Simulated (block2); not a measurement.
**SiH3Br (SMILES [SiH3]Br) at DMRG/STO-6G**

What is the energy change on altering one bond length of SiH3Br at DMRG/STO-6G? The job is set up through a Python script.

Program for the calculation: block2 0.5.4.

2 further runs of the same task are left out: 2 set aside as unsound or not needed. Runs told in other sessions of the task aren't counted.

**1. Starting point**

SiH3Br has 5 atoms, charge 0, and is taken as a singlet. SMILES: `[SiH3]Br`. The shape is that of a PBE0-D4/def2-TZVP optimisation.

Bond lengths: Si1–Br2 2.219 Å, Si1–H3 1.481 Å, Si1–H4 1.481 Å, Si1–H5 1.481 Å. Angles: Br2–Si1–H3 108.4°, Br2–Si1–H4 108.4°, Br2–Si1–H5 108.4°, H3–Si1–H4 110.5°, H3–Si1–H5 110.5°, H4–Si1–H5 110.5°.

**2. A single-point energy at DMRG/STO-6G**

The input, job.py:

```python
import numpy as np
from pyscf import cc, dft, gto, mcscf, mp, scf
from pyblock2._pyscf.ao2mo import integrals as itg
from pyblock2.driver.core import DMRGDriver, SymmetryTypes

mol = gto.M(atom="""
Si    -0.27858343     0.10601364    -0.08167396
Br     3.50170030    -1.33250258     1.02659372
H     -2.01170795    -0.19874250     2.09353309
H     -1.18211818    -1.38205120    -2.27196103
H     -0.02930965     2.80730154    -0.76649181
""", basis="sto-6g", unit="bohr", verbose=3)
print("nao                      = %d" % (mol.nao))
mf = scf.RHF(mol)
mf.conv_tol = 1e-10
mf.max_cycle = 200
mf.kernel()
if not mf.converged:
    mf = mf.newton().run(mf.mo_coeff, mf.mo_occ)
print("E(SCF)                   = %.10f" % (mf.e_tot))
# single-reference ladder for comparison
ref = mf
pt = mp.MP2(ref, frozen=14).run()
mycc = cc.CCSD(ref, frozen=14)
mycc.max_cycle = 150
mycc.kernel()
print("E(MP2)                   = %.10f" % (pt.e_tot))
if mycc.converged:
    print("E(CCSD)                  = %.10f" % (mycc.e_tot))
    print("CCSD(T) total energy     = %.10f" % (mycc.e_tot + mycc.ccsd_t()))
    print("T1 diagnostic            = %.4f" % (mycc.get_t1_diagnostic()))
# a few density functionals on the same geometry and basis
ks = dft.RKS(mol, xc="blyp").set(conv_tol=1e-9, verbose=3).run()
if ks.converged:
    print(f"E(BLYP)                  = {ks.e_tot:.8f}")
ks = dft.RKS(mol, xc="tpssh").set(conv_tol=1e-9, verbose=3).run()
if ks.converged:
    print("E(TPSSh)                 = %.8f" % (ks.e_tot))
ks = dft.RKS(mol, xc="pbe0").set(conv_tol=1e-9, verbose=3).run()
if ks.converged:
    print(f"E(PBE0)                  = {ks.e_tot:.8f}")
# rotate to MP2 natural orbitals
occ_no, mo = mcscf.addons.make_natural_orbitals(mp.MP2(mf, frozen=14).run())
mf.mo_coeff = mo
ncas, n_elec, spin, ecore, h1e, g2e, orb_sym = itg.get_rhf_integrals(mf, ncore=14, ncas=16, pg_symm=False, g2e_symm=1)
drv = DMRGDriver(scratch="./tmp", symm_type=SymmetryTypes.SU2, stack_mem=1500 << 20, n_threads=1)
# order the orbitals along the chain
idx = drv.orbital_reordering(h1e, g2e, method="fiedler")
print("orbital order:", idx.tolist())
h1e = h1e[np.ix_(idx, idx)]
g2e = g2e[np.ix_(idx, idx, idx, idx)]
orb_sym = np.array(orb_sym)[idx]
drv.initialize_system(n_sites=ncas, n_elec=n_elec, spin=spin, orb_sym=orb_sym)
mpo = drv.get_qc_mpo(h1e=h1e, g2e=g2e, ecore=ecore, iprint=0)
occs = np.array([1.8] * 12 + [0.2] * 4)[idx]
mps = drv.get_random_mps(tag="GS", bond_dim=25, nroots=1, occs=occs)
bond_dims = [25] * 2 + [50] * 2 + [100] * 2
noises = [0.0001] * 2 + [0.0001] * 2 + [1e-05] * 2 + [0]
thrds = [1e-09] * 6
e = drv.dmrg(mpo, mps, n_sweeps=12, tol=1e-06, bond_dims=bond_dims, noises=noises, thrds=thrds, iprint=1)
ms, dws, es = drv.get_dmrg_results()
print("DW                       = %.3e" % (dws[-1]))
print("total energy             = %.10f" % (e))
dm1 = drv.get_1pdm(mps)
print("NOONs                    =", np.round(np.linalg.eigvalsh(dm1)[::-1], 5).tolist())
c_act = mf.mo_coeff[:, 14:30][:, idx]
dm_ao = c_act @ dm1 @ c_act.T + 2 * mf.mo_coeff[:, :14] @ mf.mo_coeff[:, :14].T
print("dipole moment (debye)    =", np.round(scf.hf.dip_moment(mol, dm_ao, verbose=0), 4).tolist())
print("largest bipartite entropy = %.4f" % (max(drv.get_bipartite_entanglement(mps))))
csf, coef = drv.get_csf_coefficients(mps, cutoff=0.1, iprint=1)
print("leading coefficient squared = %.4f" % (np.max(np.abs(coef)) ** 2))
```

Launch:

```console
$ python job.py
```

Output:

```text
nao                      = 30
converged SCF energy = -2849.31695963103
E(SCF)                   = -2849.3169596310
E(RMP2) = -2849.36313185051  E_corr = -0.046172219472555
E(SCS-RMP2) = -2849.37083132322  E_corr = -0.0538716921855179
E(CCSD) = -2849.384167982052  E_corr = -0.06720835101913036
E(MP2)                   = -2849.3631318505
E(CCSD)                  = -2849.3841679821
CCSD(T) correction = -0.000565925458130214
CCSD(T) total energy     = -2849.3847339075
T1 diagnostic            = 0.0037
converged SCF energy = -2851.17355037109
E(BLYP)                  = -2851.17355037
converged SCF energy = -2851.34688259944
E(TPSSh)                 = -2851.34688260
converged SCF energy = -2850.96242740688
E(PBE0)                  = -2850.96242741
E(RMP2) = -2849.36313185051  E_corr = -0.046172219472555
E(SCS-RMP2) = -2849.37083132322  E_corr = -0.0538716921855179
orbital order: [11, 10, 14, 13, 12, 8, 15, 9, 5, 7, 6, 4, 3, 2, 1, 0]

Sweep =    0 | Direction =  forward | Bond dimension =   25 | Noise =  1.00e-04 | Dav threshold =  1.00e-09
Time elapsed =      0.500 | E =   -2849.3696358450 | DW = 3.73944e-06

Sweep =    1 | Direction = backward | Bond dimension =   25 | Noise =  1.00e-04 | Dav threshold =  1.00e-09
Time elapsed =      1.112 | E =   -2849.3805546389 | DE = -1.09e-02 | DW = 6.81712e-05

Sweep =    2 | Direction =  forward | Bond dimension =   50 | Noise =  1.00e-04 | Dav threshold =  1.00e-09
Time elapsed =      2.180 | E =   -2849.3848524783 | DE = -4.30e-03 | DW = 6.96274e-06

Sweep =    3 | Direction = backward | Bond dimension =   50 | Noise =  1.00e-04 | Dav threshold =  1.00e-09
Time elapsed =      3.644 | E =   -2849.3849032861 | DE = -5.08e-05 | DW = 1.03633e-05

Sweep =    4 | Direction =  forward | Bond dimension =  100 | Noise =  1.00e-05 | Dav threshold =  1.00e-09
Time elapsed =      6.334 | E =   -2849.3849524742 | DE = -4.92e-05 | DW = 5.10027e-07

Sweep =    5 | Direction = backward | Bond dimension =  100 | Noise =  1.00e-05 | Dav threshold =  1.00e-09
Time elapsed =     10.118 | E =   -2849.3849604638 | DE = -7.99e-06 | DW = 9.80087e-07

Sweep =    6 | Direction =  forward | Bond dimension =  100 | Noise =  0.00e+00 | Dav threshold =  1.00e-07
Time elapsed =     13.459 | E =   -2849.3849606424 | DE = -1.79e-07 | DW = 8.84066e-07

DW                       = 8.841e-07
total energy             = -2849.3849606424
NOONs                    = [2.0, 2.0, 2.0, 2.0, 2.0, 1.9996, 1.99861, 1.99861, 1.9831, 1.97572, 1.96864, 1.96864, 0.03582, 0.02523, 0.02523, 0.02079]
dipole moment (debye)    = [-1.8874, 0.7182, -0.5533]
largest bipartite entropy = 0.2230
mps center changed (temporarily)
DTRIE T =      0.002
Number of CSF =          1 (cutoff =       0.1)
Sum of weights of included CSF =    0.947115831330477

CSF          0 2200020222222222  =   -0.973198762499458
leading coefficient squared = 0.9471
```

Wall time 24 s (1 thread of Arm Neoverse V1, shared host); peak memory 0.34 GiB.

**3. The distorted shape: a single-point energy at DMRG/STO-6G**

The input, mol.xyz:

```xyz
5
BrH3Si
Si    -0.003994     0.292314     0.304465
Br     1.996446    -0.468916     0.890935
H     -0.921124     0.131044     1.455535
H     -0.625550    -0.731350    -1.202270
H      0.127916     1.721774    -0.057925
```

The input, job.py:

```python
import numpy as np
from pyscf import cc, dft, gto, lo, mp, scf
from pyblock2._pyscf.ao2mo import integrals as itg
from pyblock2.driver.core import DMRGDriver, SymmetryTypes
from scipy.stats import linregress

mol = gto.M(atom="mol.xyz", basis="sto-6g", spin=0, verbose=3, max_memory=2000)
print("basis functions = %d" % (mol.nao))
mf = scf.RHF(mol)
mf.conv_tol = 1e-10
mf.max_cycle = 200
mf.kernel()
if not mf.converged:
    mf = mf.newton().run(mf.mo_coeff, mf.mo_occ)
print("SCF energy = %.10f" % (mf.e_tot))
# single-reference ladder for comparison
ref = mf
pt = mp.MP2(ref, frozen=14).run()
mycc = cc.CCSD(ref, frozen=14)
mycc.max_cycle = 150
mycc.kernel()
print("MP2 total energy = %.10f" % (pt.e_tot))
if mycc.converged:
    print("E(CCSD) = %.10f" % (mycc.e_tot))
    print(f"E(CCSD(T)) = {mycc.e_tot + mycc.ccsd_t():.10f}")
    print(f"T1 diagnostic = {mycc.get_t1_diagnostic():.4f}")
# a few density functionals on the same geometry and basis
ks = dft.RKS(mol, xc="blyp").set(conv_tol=1e-9, verbose=3).run()
if ks.converged:
    print("E(BLYP) = %.8f" % (ks.e_tot))
ks = dft.RKS(mol, xc="tpssh").set(conv_tol=1e-9, verbose=3).run()
if ks.converged:
    print(f"E(TPSSh) = {ks.e_tot:.8f}")
ks = dft.RKS(mol, xc="pbe0").set(conv_tol=1e-9, verbose=3).run()
if ks.converged:
    print(f"E(PBE0) = {ks.e_tot:.8f}")
# split localisation
mo = mf.mo_coeff.copy()
for a, b in ((14, 26), (26, 30)):
    if b - a > 1:
        mo[:, a:b] = lo.PM(mol, mo[:, a:b]).kernel()
mf.mo_coeff = mo
ncas, n_elec, spin, ecore, h1e, g2e, orb_sym = itg.get_rhf_integrals(mf, ncore=14, ncas=16, pg_symm=False, g2e_symm=1)
dmrg = DMRGDriver(scratch="./tmp", symm_type=SymmetryTypes.SU2, stack_mem=1500 << 20, n_threads=1)
# orbital ordering
idx = dmrg.orbital_reordering(h1e, g2e, method="fiedler")
print("orbital order:", idx.tolist())
h1e = h1e[np.ix_(idx, idx)]
g2e = g2e[np.ix_(idx, idx, idx, idx)]
orb_sym = np.array(orb_sym)[idx]
dmrg.initialize_system(n_sites=ncas, n_elec=n_elec, spin=spin, orb_sym=orb_sym)
mpo = dmrg.get_qc_mpo(h1e=h1e, g2e=g2e, ecore=ecore, iprint=0)
occs = np.array([1.8] * 12 + [0.2] * 4)[idx]
psi = dmrg.get_random_mps(tag="GS", bond_dim=25, nroots=1, occs=occs)
bond_dims = [25] * 4 + [50] * 3 + [75] * 4 + [100] * 2
noises = [0.001] * 4 + [0.0001] * 3 + [0.0001] * 4 + [1e-05] * 2 + [0]
thrds = [1e-08] * 13
e = dmrg.dmrg(mpo, psi, n_sweeps=19, tol=1e-06, bond_dims=bond_dims, noises=noises, thrds=thrds, iprint=2)
ms, dws, es = dmrg.get_dmrg_results()
print("DW = %.3e" % (dws[-1]))
print(f"final energy = {e:.10f}")
dm1 = dmrg.get_1pdm(psi)
print("natural occupations =", np.round(np.linalg.eigvalsh(dm1)[::-1], 5).tolist())
c_act = mf.mo_coeff[:, 14:30][:, idx]
dm_ao = c_act @ dm1 @ c_act.T + 2 * mf.mo_coeff[:, :14] @ mf.mo_coeff[:, :14].T
print("dipole / D =", np.round(scf.hf.dip_moment(mol, dm_ao, verbose=0), 4).tolist())
print("largest bipartite entropy = %.4f" % (max(dmrg.get_bipartite_entanglement(psi))))
# extrapolation to zero discarded weight
psi = dmrg.adjust_mps(psi, dot=2)[0]
back = [90, 75, 60, 45]
dmrg.dmrg(mpo, psi, n_sweeps=4 * len(back), tol=0, bond_dims=[m for m in back for _ in range(4)], noises=[0] * (4 * len(back)), thrds=[1e-9] * (4 * len(back)), iprint=1)
ms, dws, es = dmrg.get_dmrg_results()
ms, dws, es = ms[3::4], dws[3::4], np.array(es)[3::4, 0]
fit = linregress(dws, es)
print("bond dimensions =", np.round(ms, 1).tolist())
print("discarded weights =", np.round(dws, 12).tolist())
print("energies at each M =", np.round(es, 9).tolist())
print("E(DW -> 0) = %.8f" % (fit.intercept))
print("extrapolation error = %.3e" % (abs(fit.intercept - es.min()) / 5))
```

Launch:

```console
$ python job.py
```

Output:

```text
basis functions = 30
[... 89 lines left out ...]
 --> Site =    5-   6 .. Mmps =   25 Ndav =   5 E =  -2849.3258939073 Error = 1.59e-05 FLOPS = 2.27e+09 Tdav = 0.01 T = 0.06
[... 70 lines left out ...]
 <-- Site =   10-  11 .. Mmps =   50 Ndav =   1 E =  -2849.3268776944 Error = 2.63e-13 FLOPS = 2.11e+09 Tdav = 0.00 T = 0.06
[... 70 lines left out ...]
 --> Site =    3-   4 .. Mmps =   75 Ndav =   4 E =  -2849.3270299048 Error = 2.40e-06 FLOPS = 3.23e+09 Tdav = 0.02 T = 0.09
[... 70 lines left out ...]
 <-- Site =   12-  13 .. Mmps =   22 Ndav =   1 E =  -2849.3270273350 Error = 0.00e+00 FLOPS = 1.45e+09 Tdav = 0.00 T = 0.03
[... 54 lines left out ...]
 <-- Site =    5-   6 .. Mmps =  100 Ndav =   2 E =  -2849.3270395278 Error = 3.90e-08 FLOPS = 3.92e+09 Tdav = 0.10 T = 0.31
 <-- Site =    4-   5 .. Mmps =  100 Ndav =   3 E =  -2849.3270414427 Error = 7.01e-07 FLOPS = 3.91e+09 Tdav = 0.13 T = 0.29
 <-- Site =    3-   4 .. Mmps =  100 Ndav =   2 E =  -2849.3270400112 Error = 1.61e-07 FLOPS = 3.15e+09 Tdav = 0.02 T = 0.12
 <-- Site =    2-   3 .. Mmps =   96 Ndav =   1 E =  -2849.3270395224 Error = 8.45e-20 FLOPS = 2.21e+09 Tdav = 0.00 T = 0.06
 <-- Site =    1-   2 .. Mmps =   57 Ndav =   1 E =  -2849.3270395224 Error = 8.82e-20 FLOPS = 1.32e+09 Tdav = 0.00 T = 0.05
 <-- Site =    0-   1 .. Mmps =   35 Ndav =   1 E =  -2849.3270395224 Error = 1.00e-20 FLOPS = 3.82e+08 Tdav = 0.00 T = 0.01
[... 11 lines left out ...]
dipole / D = [-1.7857, 0.7849, -0.4127]
[... 35 lines left out ...]
Sweep =   11 | Direction = backward | Bond dimension =   60 | Noise =  0.00e+00 | Dav threshold =  1.00e-09
Time elapsed =     28.866 | E =   -2849.3270240809 | DE = 1.05e-08 | DW = 6.46329e-06

Sweep =   12 | Direction =  forward | Bond dimension =   45 | Noise =  0.00e+00 | Dav threshold =  1.00e-09
Time elapsed =     30.312 | E =   -2849.3270240809 | DE = 3.41e-13 | DW = 2.99268e-05

Sweep =   13 | Direction = backward | Bond dimension =   45 | Noise =  0.00e+00 | Dav threshold =  1.00e-09
Time elapsed =     31.518 | E =   -2849.3269994797 | DE = 2.46e-05 | DW = 2.58752e-05

Sweep =   14 | Direction =  forward | Bond dimension =   45 | Noise =  0.00e+00 | Dav threshold =  1.00e-09
Time elapsed =     32.736 | E =   -2849.3269994798 | DE = -5.23e-11 | DW = 2.58746e-05

Sweep =   15 | Direction = backward | Bond dimension =   45 | Noise =  0.00e+00 | Dav threshold =  1.00e-09
Time elapsed =     33.934 | E =   -2849.3269977706 | DE = 1.71e-06 | DW = 2.49415e-05

bond dimensions = [90, 75, 60, 45]
discarded weights = [1.143057e-06, 2.150907e-06, 6.46329e-06, 2.4941516e-05]
energies at each M = [-2849.327040042, -2849.327034372, -2849.327024081, -2849.326997771]
E(DW -> 0) = -2849.32703854
extrapolation error = 3.004e-07
```

It took 71 s on 1 thread of Arm Neoverse V1, shared host; peak memory 0.36 GiB.

**4. What came out**

Level: DMRG/STO-6G, 14 core orbitals frozen.

| quantity | value |
| --- | --- |
| run 1, DMRG/STO-6G: total energy | -2849.38496 Eh |
| run 1, DMRG/STO-6G: dipole moment (of the density that the program reports) | 2.09 D |
| run 1, DMRG/STO-6G: T1 diagnostic of the CCSD step | 0.004 |
| distorted shape: total energy | -2849.32704 Eh |
| distorted shape: dipole moment (of the density that the program reports) | 1.99 D |
| distorted shape: T1 diagnostic of the CCSD step | 0.004 |
| energy change with the Si1–H4 bond stretched from 1.481 to 1.925 Å | 1.576 eV |

In words: With the Si1–H4 bond stretched from 1.481 to 1.925 Å the energy rises by 1.58 eV (152 kJ/mol). The first shape isn't relaxed at this level, so the change isn't measured from a minimum. The minimal basis adds a large error of its own.
